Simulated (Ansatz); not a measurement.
# CH7BN2: the cost of one run

Program: Ansatz 0.2.0. Level of theory: RKS PBE-D4/STO-3G. These are calculated values, not measurements.

### 1 The starting structure

Bond lengths: C1–B2 1.527 Å, B2–N3 1.516 Å, B2–N4 1.577 Å, C1–H5 1.155 Å, C1–H6 1.144 Å, C1–H7 1.134 Å, N3–H8 1.080 Å, N3–H9 1.106 Å, N4–H10 1.021 Å, N4–H11 1.075 Å. Angles (14 of 15 angles, heavy atoms first): C1–B2–N3 119.3°, C1–B2–N4 120.1°, N3–B2–N4 120.6°, B2–C1–H5 111.5°, B2–C1–H6 113.3°, B2–C1–H7 112.6°, B2–N3–H8 105.8°, B2–N3–H9 107.4°, B2–N4–H10 104.7°, B2–N4–H11 100.7°, H5–C1–H6 105.5°, H5–C1–H7 107.3°, H6–C1–H7 106.2°, H8–N3–H9 102.8°.

Coordinates:

```xyz
11

C    -0.7172    1.0857   -0.2199
B     0.0757   -0.1848    0.0786
N    -0.1886   -0.9386    1.3666
N     1.1933   -0.6718   -0.9220
H    -1.3402    0.9788   -1.1863
H    -1.4692    1.3524    0.6003
H    -0.0517    1.9956   -0.3475
H     0.5487   -1.7275    1.4020
H     0.1151   -0.2821    2.2030
H     1.1123   -0.0460   -1.7245
H     0.7871   -1.6187   -1.2297
```

### 2 End point A

input.yaml reads:

```yaml
crystal:
  periodic: [false, false, false]
  atoms:
    - { symbol: C, position_ang: [-0.7172, 1.0857, -0.2199] }
    - { symbol: B, position_ang: [0.0757, -0.1848, 0.0786] }
    - { symbol: "N", position_ang: [-0.1886, -0.9386, 1.3666] }
    - { symbol: "N", position_ang: [1.1933, -0.6718, -0.922] }
    - { symbol: H, position_ang: [-1.3402, 0.9788, -1.1863] }
    - { symbol: H, position_ang: [-1.4692, 1.3524, 0.6003] }
    - { symbol: H, position_ang: [-0.0517, 1.9956, -0.3475] }
    - { symbol: H, position_ang: [0.5487, -1.7275, 1.402] }
    - { symbol: H, position_ang: [0.1151, -0.2821, 2.203] }
    - { symbol: H, position_ang: [1.1123, -0.046, -1.7245] }
    - { symbol: H, position_ang: [0.7871, -1.6187, -1.2297] }
basis:
  gaussian: { orbitals: STO-3G }
hamiltonian:
  xc: pbe
  dispersion: d4
relax:
  f_tol: 0.015
  max_steps: 40
output:
  orbitals: {}
```

The run is started by

```sh
> ansatz run input.yaml --threads 1 --pin off --max-ram 2048MiB --backend cpu --events-out ev --progress --plain --runs-dir out
```

**Question.** How long does this run take on 1 thread of Intel Xeon Platinum 8488C (Sapphire Rapids), shared host, and how much memory does it need?

About 11 s, with a peak of 0.14 GiB.
